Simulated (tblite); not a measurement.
# C2H10OSi3: the cost of one run

Computed with tblite 0.8.0 and PySCF 2.14.0, with density-fitted response routines of our own, on a single molecule in the gas phase. Atoms are numbered from 0 throughout.

### Step 1. The molecule as given

16 atoms, charge 0, multiplicity 1; geometry from: force field or distance geometry start.

Bonds of the start (Å): Si0–C1 1.83, C1–C2 1.34, C2–Si3 1.89, C2–O4 1.41, O4–Si5 1.67, Si0–H6 1.49, Si0–H7 1.48, Si0–H8 1.49, C1–H9 1.09, Si3–H10 1.49, Si3–H11 1.49, Si3–H12 1.47, Si5–H13 1.49, Si5–H14 1.49, Si5–H15 1.50.

### Step 2. Geometry optimisation with GFN2-xTB

What the job is given:

```
{"job": {"kind": "relax", "xc": "GFN2-xTB", "basis": "xTB"}, "charge": 0, "multiplicity": 1}
Si    -1.671300    -2.037400     0.031200
C      0.019800    -1.368200    -0.123000
C      0.420500    -0.100800    -0.322100
Si     2.247200     0.322600    -0.577000
O     -0.543600     0.902300    -0.518100
Si    -0.713800     2.179900     0.539500
H     -2.328700    -2.093700    -1.304500
H     -1.606500    -3.405600     0.589100
H     -2.487400    -1.201300     0.952700
H      0.757200    -2.165700    -0.011300
H      2.788800     0.853200     0.702300
H      2.992000    -0.919700    -0.932600
H      2.393500     1.333300    -1.630100
H      0.494400     3.053600     0.468900
H     -1.910800     2.985800     0.182600
H     -0.859000     1.670500     1.941000
```

Command:

```
> OMP_NUM_THREADS=1 python probes_run.py task.json out
```

The driver reads the jobs from task.json and runs them one after another.

**Question.** How long does this first job take on 1 thread of Arm Neoverse N1, shared host, and how much memory does it need?

About 2.2 s, with a peak of 0.18 GiB.
